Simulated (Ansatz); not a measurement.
# TmH: the cost of one run

Computed with Ansatz 0.2.0 (DFT PBE, scalar-relativistic, plane waves, PAW; 4f electrons in the core of a trivalent norm-conserving potential, unless a step's input says otherwise).

### 1 The structure to begin with

The structure is cubic, space group Pm-3m (No. 221). Conventional cell: a = 3.228 Å, b = 3.228 Å, c = 3.228 Å, α = 90.00°, β = 90.00°, γ = 90.00°. Tm (site symmetry m-3m) has 8 H at 2.80 Å in its first shell of neighbours. Around H (site symmetry m-3m) lie 8 Tm at 2.80 Å.

Coordinates:

```xyz
2
Lattice="3.2282 0.0000 0.0000 0.0000 3.2282 0.0000 0.0000 0.0000 3.2282" Properties=species:S:1:pos:R:3 pbc="T T T"
Tm    0.0000    0.0000    0.0000
H     1.6141    1.6141    1.6141
```

A structure generator made this guess: species swapped into a database cell of SmCd (Pm-3m, No. 221), with H on the Sm sites and Tm on the Cd sites. The dimensions are guesses.

### 2 A first look at the guess

File input.yaml:

```yaml
crystal:
  lattice:
    - [3.22816513, 0.0, 0.0]
    - [0.0, 3.22816513, 0.0]
    - [0.0, 0.0, 3.22816513]
  atoms:
    - { symbol: Tm, position: [0.0, 0.0, 0.0] }
    - { symbol: H, position: [0.5, 0.5, 0.5] }
basis:
  ecutwfc: 690
kpoints:
  mp_grid: { grid: [6, 6, 6] }
hamiltonian:
  xc: pbe
  pseudopotentials:
    kind: paw
    azcp: { Tm: "pseudopotentials/pbe/nc/lanthanide_3plus/Tm.nc.azcp" }
scf:
  occupations: { method: gaussian, width: 0.1 }
  lower_state_search: "off"
output:
  forces: true
  stress: true
  eigenvalues: true
```

Started as:

```console
$ ansatz run input.yaml --threads 1 --pin off --max-ram 2560MiB --backend cpu --events-out ev --progress --plain --runs-dir out
```

What time and memory should one allow on 1 thread of AMD EPYC (Zen 3), shared host?

About 1.8 s, with a peak of 0.28 GiB.
